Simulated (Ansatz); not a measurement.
# C₂H₈FInS: ionisation energy by level of theory

One table from this session's results is given with a row withheld; the runs are named, their logs left out.

Method: unrestricted cation, the program's frozen cores in correlated methods; program: Ansatz 0.2.0, Gaussian basis.

Plan: UKS PBE-D4/def2-TZVPP; UKS r2SCAN-D4/def2-TZVPP; UKS PBE0-D4/def2-TZVPP; UKS B3LYP-D4/def2-TZVPP; UKS wB97X-V/def2-TZVPP; UKS wB97M-V/def2-TZVPP; UKS B2PLYP/def2-TZVPP; UHF-CCSD(T)/def2-TZVPP; UHF-MP2/def2-QZVPP; extrapolation to the limit; then −ε(HOMO) from the neutral's earlier runs with LDA (SPW92), PBE-D4, revPBE-D4, BLYP-D4, r2SCAN-D4, B97M-V, PBE0-D4, B3LYP-D4, r2SCANh-D4, r2SCAN0-D4, HSE06-D4, BHLYP-D4, CAM-B3LYP-D4, LC-ωPBE, ωB97X-V, ωB97M-V.

**Structure used throughout**

The geometry comes from an earlier relaxation with PBE0-D4 in a triple-zeta def2 set; it is a stationary point, not always the lowest conformer. In takes the def2 core potential; no spin-orbit term is included.

13 atoms, charge 0, spin multiplicity 1.

Atoms are counted from 1 here; the program's logs count them from 0.

Bond lengths: C1–In2 2.137 Å, C1–H6 1.091 Å, C1–H7 1.091 Å, C1–H8 1.090 Å, In2–C3 2.135 Å, In2–S5 2.498 Å, C3–H9 1.091 Å, C3–H10 1.090 Å, C3–H11 1.091 Å, F4–H12 0.967 Å, S5–H13 1.343 Å. Angles: In2–C1–H6 109.7°, In2–C1–H7 108.5°, In2–C1–H8 111.6°, H6–C1–H7 108.7°, H6–C1–H8 109.1°, H7–C1–H8 109.2°, C1–In2–C3 139.0°, C1–In2–S5 111.1°, C3–In2–S5 109.4°, In2–C3–H9 108.6°, In2–C3–H10 111.6°, In2–C3–H11 109.6°, H9–C3–H10 109.2°, H9–C3–H11 108.6°, H10–C3–H11 109.1°, In2–S5–H13 94.4°.

Coordinates:

```
C    -1.3010   -1.2392    1.1055
In    0.2189   -0.1702    0.0495
C     1.5781   -0.4791   -1.5683
F    -1.1815    1.7016   -0.9745
S     0.7641    1.9818    1.1938
H    -0.9835   -1.4084    2.1355
H    -2.2083   -0.6337    1.1141
H    -1.5159   -2.1991    0.6365
H     1.4912    0.3592   -2.2606
H     1.3647   -1.4067   -2.0990
H     2.5998   -0.5121   -1.1870
H    -0.6610    2.1573   -0.2989
H    -0.1450    1.8143    2.1683
```

Set-up of the first run:

in.yaml reads:

```yaml
crystal:
  periodic: [false, false, false]
  atoms:
    - {symbol: C, position_ang: [-1.301021, -1.239209, 1.105522]}
    - {symbol: In, position_ang: [0.218866, -0.170203, 0.049465]}
    - {symbol: C, position_ang: [1.578097, -0.479126, -1.568269]}
    - {symbol: F, position_ang: [-1.181546, 1.701551, -0.974511]}
    - {symbol: S, position_ang: [0.764143, 1.981828, 1.193757]}
    - {symbol: H, position_ang: [-0.983461, -1.408416, 2.135469]}
    - {symbol: H, position_ang: [-2.208326, -0.633682, 1.114051]}
    - {symbol: H, position_ang: [-1.515875, -2.199139, 0.636468]}
    - {symbol: H, position_ang: [1.491196, 0.359201, -2.260577]}
    - {symbol: H, position_ang: [1.364662, -1.406732, -2.098954]}
    - {symbol: H, position_ang: [2.599792, -0.512134, -1.187039]}
    - {symbol: H, position_ang: [-0.660983, 2.157280, -0.298887]}
    - {symbol: H, position_ang: [-0.145043, 1.814279, 2.168303]}
basis:
  gaussian: {orbitals: def2-TZVPP}
total_charge: 1
magnetization: {spin_polarized: true, initial_magnetization: 1}
hamiltonian: {xc: pbe, dispersion: d4}
```

Among the steps run: Cation, UKS PBE-D4/def2-TZVPP; Cation, UKS r2SCAN-D4/def2-TZVPP; Cation, UKS PBE0-D4/def2-TZVPP; Cation, UKS B3LYP-D4/def2-TZVPP; Cation, UKS wB97X-V/def2-TZVPP; Cation, UKS wB97M-V/def2-TZVPP; Cation, UKS B2PLYP (frozen core)/def2-TZVPP; Cation, UHF-CCSD(T)/def2-TZVPP; Cation, UHF-MP2/def2-QZVPP.

One table of the session follows, with a row left open; its other results are not shown here.

It belongs to the step «Ionisation energies side by side». For comparison, −ε(HOMO) of the neutral from earlier runs:

```
  functional  −ε(HOMO) (eV)
 LDA (SPW92)           6.52
      PBE-D4           6.35
   revPBE-D4           6.28
     BLYP-D4           6.17
   r2SCAN-D4           6.61
      B97M-V           6.66
     PBE0-D4           7.55
    B3LYP-D4           7.29
  r2SCANh-D4           7.06
  r2SCAN0-D4           7.73
    HSE06-D4           7.14
    BHLYP-D4              ?
CAM-B3LYP-D4           8.85
     LC-ωPBE          10.24
     ωB97X-V           9.87
     ωB97M-V           9.71
```

**Question.** Estimate the row for BHLYP-D4.

Worked estimate for «−ε(HOMO) (eV)». Against the share of exact exchange, BLYP-D4 (0, 6.17), B3LYP-D4 (0.2, 7.29) give a slope of 5.60 per unit share; at 0.5 the line stands at 8.97.

**Answer.** −ε(HOMO) (eV): 8.58. In «−ε(HOMO) (eV)» the line misses by +0.39.

Caveats from the session: The cation may have settled in a state other than its lowest; no search over hole states beyond the program's own was made.
